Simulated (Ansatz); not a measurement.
# GaAs (triplet): the correlation ladder, aug-cc-pVDZ

The task here is to estimate one member of a computed series from the others.

Program: Ansatz 0.2.0, Gaussian basis. Level of theory: aug-cc-pVDZ, core rule «outside noble gas», up to 28 orbitals frozen. These are calculated values, not measurements.

The runs, in order: UHF; CCSD(T) on ROHF; CCSD(T) on UHF; BCCD(T) on ROHF; CISD; CCSDT(Q) on ROHF; CCSDT(Q) on UHF; CASSCF and MRCISD+Q, 8 electrons in 8 orbitals; CASSCF and NEVPT2, 8 electrons in 8 orbitals.

30 further runs of the same task are left out: 4 for a known fault of the program, 13 that didn't finish, 13 set aside as unsound or not needed.

### What is computed

The geometry is a PBE0/def2-TZVPD stationary point (not a proven minimum) of the parent state, kept for this charge and spin. No spin-orbit coupling is included. The filled d shell of Ga, As may be among the frozen orbitals whatever the setting's name suggests; the logs give the count.

2 atoms, charge 0, spin multiplicity 3.

Atoms are counted from 1 here; the program's logs count them from 0.

Bond lengths: Ga1–As2 2.464 Å.

Set-up of the first run:

Input file in.yaml:

```yaml
crystal:
  periodic: [false, false, false]
  atoms:
    - {symbol: Ga, position_ang: [0.000000, 0.000000, 0.000000]}
    - {symbol: As, position_ang: [0.000000, 0.000000, 2.464100]}
basis:
  gaussian: {orbitals: aug-cc-pVDZ}
magnetization: {spin_polarized: true, initial_magnetization: 2}
hamiltonian: {xc: hf}
output: {orbitals: {seedname: orbitals}}
```

Started as:

```
> ansatz run in.yaml --threads 1 --pin off --events-out ev --progress --plain --max-ram 2393MiB
```

Among the steps run: UHF; CCSD(T) on ROHF; CCSD(T) on UHF; BCCD(T) on ROHF; CISD; CCSDT(Q) on ROHF; CCSDT(Q) on UHF; CASSCF and MRCISD+Q, 8 electrons in 8 orbitals; CASSCF and NEVPT2, 8 electrons in 8 orbitals.

One of the session's tables, all rows but one given; the rest of the session is left out.

| method | from UCCSDT(Q) (kcal/mol) |
| --- | --- |
| ROHF | +93.01 |
| UHF | +90.11 |
| RMP2 | +21.32 |
| UMP2 | +21.70 |
| RCCSD | +3.78 |
| UCCSD | +3.54 |
| RCCSD(T) | +0.96 |
| UCCSD(T) | +0.80 |
| BCCD(T) | +0.95 |
| RCCSDT | +0.33 |
| UCCSDT | +0.17 |
| RCCSDT(Q) | ? |
| UCCSDT(Q) | 0 |
| CASSCF valence | +65.89 |
| NEVPT2 valence | +17.31 |
| MRCISD valence | +5.14 |
| MRCISD+Q valence | +0.68 |

Q: Estimate the row for RCCSDT(Q) from the others.

**Answer.** from UCCSDT(Q) (kcal/mol): +0.16. In the column «from UCCSDT(Q) (kcal/mol)» it lies between UCCSDT(Q) (0) and UCCSDT (+0.17).

Not comparable, so not listed: CISD (they don't share determinant, frozen orbitals or solution with the rows shown, or repeat one).

Limits of these values: Restricted and unrestricted rows rest on different reference determinants; where their highest levels disagree by more than a few hundredths of an eV, they describe different states and don't form one ladder.
